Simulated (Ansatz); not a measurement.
**Al2Si2H6 (SMILES [SiH3][Al]1[AlH][SiH2]1): HF/3-21G**

Aim: the vertical ionisation energy of Al2Si2H6 at HF/3-21G, from 2 runs. 

The results are computed with Ansatz 0.2.0.

44 further runs of the same task are left out: 44 set aside as unsound or not needed. Runs told in other sessions of the task aren't counted.

**1. The molecule**

The species is Al2Si2H6 (10 atoms), meant as a singlet with charge 0. As SMILES, `[SiH3][Al]1[AlH][SiH2]1`. The coordinates come from a PBE0-D4/def2-TZVP relaxation.

Bond lengths: Si1–Al2 2.460 Å, Al2–Al3 2.479 Å, Al2–Si4 2.439 Å, Al3–Si4 2.343 Å, Si1–H5 1.491 Å, Si1–H6 1.491 Å, Si1–H7 1.490 Å, Al3–H8 1.585 Å, Si4–H9 1.581 Å, Si4–H10 1.500 Å. Some angles: Si1–Al2–Al3 164.4°, Si1–Al2–Si4 136.1°, Al3–Al2–Si4 56.9°, Al2–Al3–Si4 60.7°, Al2–Si4–Al3 62.4°, Al2–Si1–H5 110.3°, Al2–Si1–H6 111.0°, Al2–Si1–H7 111.8°, Al2–Al3–H8 149.8°, Si4–Al3–H8 135.8°.

**2. The energy at HF/3-21G**

File molecule.yaml:

```yaml
crystal:
  periodic: [false, false, false]
  atoms:
    - {symbol: Si, position_ang: [-1.426500, 1.264600, -1.412100]}
    - {symbol: Al, position_ang: [-0.140100, -0.429800, -0.177000]}
    - {symbol: Al, position_ang: [0.542000, -2.376000, 1.198900]}
    - {symbol: Si, position_ang: [1.875500, -0.449300, 1.195500]}
    - {symbol: H, position_ang: [-1.958600, 0.687200, -2.679200]}
    - {symbol: H, position_ang: [-2.589700, 1.742300, -0.611500]}
    - {symbol: H, position_ang: [-0.589800, 2.446700, -1.761500]}
    - {symbol: H, position_ang: [0.798300, -3.933700, 1.336500]}
    - {symbol: H, position_ang: [0.619900, 0.509800, 1.257200]}
    - {symbol: H, position_ang: [2.952200, 0.487100, 1.656400]}
basis:
  gaussian:
    orbitals: 3-21G.json
hamiltonian:
  xc: hf
accuracy: high
output: {orbitals: {seedname: orbitals}}
```

The basis set 3-21G is read from a file made from the Basis Set Exchange's data (not shown).

On the command line:

```sh
ansatz run molecule.yaml --threads 1 --pin off --max-ram 2610MiB --events-out events.jsonl --progress --plain --runs-dir runs
```

Standard output:

```text
Warning: RAYON_NUM_THREADS=1 ignored (pool sized by the plan → 1); use --threads N
Functional definition: HF
  name "HF"
  exchange = exact_x
  correlation = 0
1478 factors; integrals over basis functions are off by at most 6.5e-9 eV
mean field evaluation 1: about -28825.9824 eV, gradient 1.2e1 eV
mean field evaluation 2: about -28825.9881 eV, gradient 1.2e1 eV
mean field evaluation 4: about -28827.1163 eV, gradient 1.5e0 eV
mean field evaluation 8: about -28827.1346 eV, gradient 5.5e-4 eV
mean field -28827.13463769 eV, -1059.3776582014 hartree, gradient 5.4e-8 eV, S^2 0.000000; 0 other end points of the search recorded, 0 dependent functions left out
reference -28827.13463769 eV, -1059.3776582014 hartree; 30, 30 occupied and 34, 34 virtual orbitals, 1478 factors
Total energy: -28827.13463769 eV, -1059.3776582014 hartree
```

It took 0.58 s on 1 thread of AMD EPYC 9R45 (Zen 5), shared host; peak memory 0.18 GiB.

**3. The doublet cation**

File in.yaml:

```yaml
crystal:
  periodic: [false, false, false]
  atoms:
    - {symbol: Si, position_ang: [-1.426500, 1.264600, -1.412100]}
    - {symbol: Al, position_ang: [-0.140100, -0.429800, -0.177000]}
    - {symbol: Al, position_ang: [0.542000, -2.376000, 1.198900]}
    - {symbol: Si, position_ang: [1.875500, -0.449300, 1.195500]}
    - {symbol: H, position_ang: [-1.958600, 0.687200, -2.679200]}
    - {symbol: H, position_ang: [-2.589700, 1.742300, -0.611500]}
    - {symbol: H, position_ang: [-0.589800, 2.446700, -1.761500]}
    - {symbol: H, position_ang: [0.798300, -3.933700, 1.336500]}
    - {symbol: H, position_ang: [0.619900, 0.509800, 1.257200]}
    - {symbol: H, position_ang: [2.952200, 0.487100, 1.656400]}
basis:
  gaussian:
    orbitals: 3-21G.json
output:
  orbitals: {seedname: orbitals}
total_charge: 1
magnetization:
  spin_polarized: true
  initial_magnetization: 1
hamiltonian:
  xc: hf
accuracy: high
```

The basis set 3-21G is read from a file made from the Basis Set Exchange's data (not shown).

On the command line:

```sh
ansatz run in.yaml --threads 1 --pin off --max-ram 2610MiB --events-out events.jsonl --progress --plain --runs-dir runs
```

Standard output:

```text
Warning: RAYON_NUM_THREADS=1 ignored (pool sized by the plan → 1); use --threads N
Functional definition: HF
  name "HF"
  exchange = exact_x
  correlation = 0
1475 factors; integrals over basis functions are off by at most 6.5e-9 eV
mean field evaluation 1: about -28818.1625 eV, gradient 9.9e0 eV
mean field evaluation 2: about -28818.1694 eV, gradient 9.9e0 eV
mean field evaluation 4: about -28819.5792 eV, gradient 1.5e0 eV
mean field evaluation 8: about -28819.6513 eV, gradient 3.4e-1 eV
mean field evaluation 16: about -28820.0740 eV, gradient 3.5e-2 eV
mean field evaluation 32: about -28820.0732 eV, gradient 1.9e-1 eV
mean field evaluation 64: about -28819.6312 eV, gradient 1.2e0 eV
mean field -28820.07405191 eV, -1059.1181864598 hartree, gradient 3.1e-8 eV, S^2 0.765218; 3 other end points of the search recorded, 0 dependent functions left out
reference -28820.07405191 eV, -1059.1181864598 hartree; 30, 29 occupied and 34, 35 virtual orbitals, 1475 factors
Total energy: -28820.07405191 eV, -1059.1181864598 hartree
```

Wall time 1.6 s (1 thread of AMD EPYC 9R45 (Zen 5), shared host); peak memory 0.24 GiB.

**4. Results**

Level: HF/3-21G.

| quantity | value |
| --- | --- |
| singlet Al2Si2H6: total energy | -1059.37766 Eh |
| singlet Al2Si2H6: HOMO energy | -7.86 eV |
| singlet Al2Si2H6: LUMO energy | 0.74 eV |
| singlet Al2Si2H6: HOMO–LUMO gap | 8.60 eV |
| doublet cation: total energy | -1059.11819 Eh |
| doublet cation: HOMO energy (highest over α and β) | -13.16 eV |
| doublet cation: LUMO energy (lowest over α and β) | -6.41 eV |
| doublet cation: ⟨S²⟩ | 0.765 |
| vertical ionisation energy (to the doublet cation) | 7.061 eV |

**Reading.** The vertical ionisation energy comes to 7.06 eV (681 kJ/mol). The negative HOMO energy of the first species, 7.86 eV, lies 0.80 eV above that difference.
